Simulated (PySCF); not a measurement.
**One shape, several levels: Si2H4Cl2O (SMILES Cl[SiH2]O[SiH2]Cl)**

We compute a comparison of 5 runs (CCSD(T)/STO-3G, CCSD(T)/3-21G, CCSD(T)/6-31G, CCSD(T)/6-31G*, CCSD(T)/6-31G**) of Si2H4Cl2O. 

The results are computed with PySCF 2.14.0.

## Step 1: The molecule

Si2H4Cl2O has 9 atoms, charge 0, and is taken as a singlet. As SMILES, `Cl[SiH2]O[SiH2]Cl`. Geometry: relaxed at PBE0-D4/def2-TZVP. This is one conformer, not always the lowest.

Bond lengths: Cl1–Si2 2.049 Å, Si2–O3 1.629 Å, O3–Si4 1.629 Å, Si4–Cl5 2.049 Å, Si2–H6 1.475 Å, Si2–H7 1.477 Å, Si4–H8 1.476 Å, Si4–H9 1.477 Å. Some angles: Cl1–Si2–O3 109.9°, Si2–O3–Si4 144.1°, O3–Si4–Cl5 109.9°, Cl1–Si2–H6 108.3°, Cl1–Si2–H7 107.7°, O3–Si2–H6 108.0°, O3–Si2–H7 110.3°, O3–Si4–H8 108.0°, O3–Si4–H9 110.3°, Cl5–Si4–H8 108.3°.

## Step 2: A single-point energy at CCSD(T)/STO-3G (run 1)

Input file calc.py:

```python
from pyscf import gto, cc

system = gto.M(
    atom='''
Cl  -1.004200   0.084400   2.440800
Si  -1.222100   0.828000   0.544000
O   -0.390900  -0.093600  -0.510500
Si   1.023400  -0.860600  -0.762900
Cl   2.581200   0.356600  -0.224700
H   -2.650700   0.760000   0.181700
H   -0.698900   2.208800   0.541200
H    1.136100  -1.145300  -2.206300
H    1.099900  -2.080500   0.065700
''',
    charge=0,
    verbose=3,
    max_memory=1860,
    basis='sto-3g',
)

mf = system.RHF()
mf.conv_tol = 1e-10
mf.kernel()
if not mf.converged:
    mf = mf.newton().run(mf.mo_coeff, mf.mo_occ)

mycc = cc.CCSD(mf, frozen=21)
mycc.kernel()
e_t = mycc.ccsd_t()
e_tot = mycc.e_tot + e_t
print('E = %.10f Eh' % e_tot)
```

Run with:

```bash
OMP_NUM_THREADS=1 python calc.py
```

Log:

```text
converged SCF energy = -1556.70631678388
E(CCSD) = -1556.855831528439  E_corr = -0.1495147445637555
CCSD(T) correction = -0.00440302139227984
E = -1556.8602345498 Eh
```

It took 1 s on 1 thread of Arm Neoverse V2, shared host; peak memory 0.12 GiB.

## Step 3: The energy at CCSD(T)/3-21G (run 2)

Input file job.py:

```python
from pyscf import gto, cc

system = gto.Mole()
system.atom = [
    ('Cl', (-1.004200, 0.084400, 2.440800)),
    ('Si', (-1.222100, 0.828000, 0.544000)),
    ('O', (-0.390900, -0.093600, -0.510500)),
    ('Si', (1.023400, -0.860600, -0.762900)),
    ('Cl', (2.581200, 0.356600, -0.224700)),
    ('H', (-2.650700, 0.760000, 0.181700)),
    ('H', (-0.698900, 2.208800, 0.541200)),
    ('H', (1.136100, -1.145300, -2.206300)),
    ('H', (1.099900, -2.080500, 0.065700)),
]
system.spin = 0
system.basis = '3-21g'
system.charge = 0
system.max_memory = 1860
system.verbose = 3
system.build()

hf = system.RHF()
hf.conv_tol = 1e-10
hf.kernel()
if not hf.converged:
    hf = hf.newton().run(hf.mo_coeff, hf.mo_occ)

mycc = cc.CCSD(hf, frozen=21)
mycc.kernel()
e_t = mycc.ccsd_t()
energy = mycc.e_tot + e_t
print('E = %.10f Eh' % energy)
```

Run with:

```bash
OMP_NUM_THREADS=1 python job.py
```

Log:

```text
converged SCF energy = -1566.32917453435
E(CCSD) = -1566.668253123273  E_corr = -0.3390785889209468
CCSD(T) correction = -0.00688389587630198
E = -1566.6751370191 Eh
```

It took 5.7 s on 1 thread of Arm Neoverse V2, shared host; peak memory 0.2 GiB.

Run 3 isn't shown in full; the table further down has it.

## Step 4: A single-point energy at CCSD(T)/6-31G(d) (spherical functions) (run 4)

Input file run.py:

```python
# Cl[SiH2]O[SiH2]Cl
from pyscf import gto, scf, cc

mol = gto.M(
    atom='''
Cl    -1.897663     0.159493     4.612444
Si    -2.309434     1.564693     1.028011
O     -0.738694    -0.176878    -0.964705
Si     1.933946    -1.626298    -1.441672
Cl     4.877761     0.673876    -0.424621
H     -5.009097     1.436192     0.343363
H     -1.320730     4.174027     1.022720
H      2.146918    -2.164303    -4.169303
H      2.078510    -3.931575     0.124155
''',
    verbose=3,
    basis='6-31g*',
    max_memory=1860,
    unit='bohr',
)

mf = scf.RHF(mol)
mf.conv_tol = 1e-10
mf.kernel()
if not mf.converged:
    mf = mf.newton().run(mf.mo_coeff, mf.mo_occ)

mycc = cc.CCSD(mf, frozen=21)
mycc.kernel()
e_t = mycc.ccsd_t()
energy = mycc.e_tot + e_t
print('E(%s) = %.9f' % ('CCSD(T)', energy))
```

Run with:

```bash
OMP_NUM_THREADS=1 python run.py
```

Log:

```text
converged SCF energy = -1574.1797404648
E(CCSD) = -1574.810202029577  E_corr = -0.6304615647728036
CCSD(T) correction = -0.0145154225661227
E(CCSD(T)) = -1574.824717452
```

Run time: 33 s. Hardware: 1 thread of Arm Neoverse V2, shared host; peak memory 0.42 GiB.

## Step 5: A single-point energy at CCSD(T)/6-31G(d,p) (spherical functions) (run 5)

Input file job.py:

```python
from pyscf import gto, scf, cc

system = gto.M(
    atom=[
    ('Cl', (-1.004200, 0.084400, 2.440800)),
    ('Si', (-1.222100, 0.828000, 0.544000)),
    ('O', (-0.390900, -0.093600, -0.510500)),
    ('Si', (1.023400, -0.860600, -0.762900)),
    ('Cl', (2.581200, 0.356600, -0.224700)),
    ('H', (-2.650700, 0.760000, 0.181700)),
    ('H', (-0.698900, 2.208800, 0.541200)),
    ('H', (1.136100, -1.145300, -2.206300)),
    ('H', (1.099900, -2.080500, 0.065700)),
],
    verbose=3,
    charge=0,
    basis='6-31g**',
    max_memory=1860,
)

mf = scf.RHF(system)
mf.conv_tol = 1e-10
mf.kernel()
if not mf.converged:
    mf = mf.newton().run(mf.mo_coeff, mf.mo_occ)

mycc = cc.CCSD(mf, frozen=21)
mycc.kernel()
e_t = mycc.ccsd_t()
etot = mycc.e_tot + e_t
print('E = %.10f Eh' % etot)
```

Run with:

```bash
OMP_NUM_THREADS=1 python job.py
```

Log:

```text
converged SCF energy = -1574.1859977571
E(CCSD) = -1574.845012258257  E_corr = -0.659014501155155
CCSD(T) correction = -0.0147272872435336
E = -1574.8597395455 Eh
```

It took 62 s on 1 thread of Arm Neoverse V2, shared host; peak memory 0.64 GiB.

## Step 6: All runs side by side

```csv
run,level,energy (Eh),dipole moment (D) of the reference,HOMO energy (eV),LUMO energy (eV),wall time
1,CCSD(T)/STO-3G,-1556.860235,3.64,-9.87,9.51,1 s
2,CCSD(T)/3-21G,-1566.675137,2.98,-12.45,3.81,5.7 s
3,CCSD(T)/6-31G,-1574.314355,2.69,-12.40,3.32,6.6 s
4,CCSD(T)/6-31G* (spherical functions),-1574.824717,2.07,-12.33,3.57,33 s
5,CCSD(T)/6-31G** (spherical functions),-1574.859740,2.08,-12.32,3.56,62 s
```

## Step 7: What came out

| quantity | value |
| --- | --- |
| run 5: total energy | -1574.85974 Eh |
| run 5: dipole moment (Hartree–Fock density) | 2.08 D |
| run 5: HOMO energy (Hartree–Fock orbitals) | -12.32 eV |
| run 5: LUMO energy (Hartree–Fock orbitals) | 3.56 eV |
| run 5: HOMO–LUMO gap (Hartree–Fock orbitals) | 15.88 eV |
| run 5: correlation energy (21 core orbitals frozen) | -673.7 mEh |
| run 5: (T) correction | -14.73 mEh |
| run 5: T1 diagnostic | 0.010 |

In words: In run 1 the basis is minimal, so the values are rough. All runs together took 1.8 min, the longest 62 s.
